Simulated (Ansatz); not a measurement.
# Zr (reference phase): the cost of one run

Computed with Ansatz 0.2.0 (DFT PBE, with the methods named in each step, unless a step's input says otherwise).

## 1. The structure to begin with

Symmetry: P6_3/mmc, No. 194, hexagonal system. The conventional cell has a = 3.232 Å, b = 3.232 Å, c = 5.147 Å, α = 90.00°, β = 90.00°, γ = 120.00°. Zr (site symmetry -6m2) has 12 Zr at 3.18 to 3.23 Å as nearest neighbours.

As a file:

```cif
data_structure
_symmetry_space_group_name_H-M 'P6_3/mmc'
_symmetry_Int_Tables_number 194
_cell_length_a 3.2320
_cell_length_b 3.2320
_cell_length_c 5.1470
_cell_angle_alpha 90.000
_cell_angle_beta 90.000
_cell_angle_gamma 120.000
_cell_volume 46.56
loop_
_atom_site_label
_atom_site_type_symbol
_atom_site_symmetry_multiplicity
_atom_site_Wyckoff_symbol
_atom_site_fract_x
_atom_site_fract_y
_atom_site_fract_z
_atom_site_occupancy
Zr1 Zr 2 c 0.33333 0.66667 0.25000 1
```

The file gives the conventional cell by its symmetry; the runs use the cell typed in the input.

Atoms are numbered in the order of the input: Zr1, Zr2.

## 2. Relaxed, PAW

input.yaml

```yaml
crystal:
  lattice:
    - [3.232, 0.0, 0.0]
    - [-1.616, 2.798994105, 0.0]
    - [0.0, 0.0, 5.147]
  atoms:
    - { symbol: Zr, position: [0.3333333333, 0.6666666667, 0.25] }
    - { symbol: Zr, position: [0.6666666667, 0.3333333333, 0.75] }
kpoints:
  mp_grid: { grid: [18, 18, 10] }
scf:
  occupations: { method: fermi_dirac, width: 0.05 }
hamiltonian:
  xc: pbe
  pseudopotentials: { kind: paw }
output:
  forces: true
  stress: true
relax:
  f_tol: 0.003
  max_steps: 80
  cell: {}
```

The run is started by

```console
$ ansatz run input.yaml --threads 1 --pin off --max-ram 3072MiB --backend cpu --events-out ev --progress --plain --runs-dir out
```

What time and memory should one allow on 1 thread of Intel Xeon Platinum 8375C at 2.90GHz (Ice Lake), shared host?

About 40 s, with a peak of 0.5 GiB.
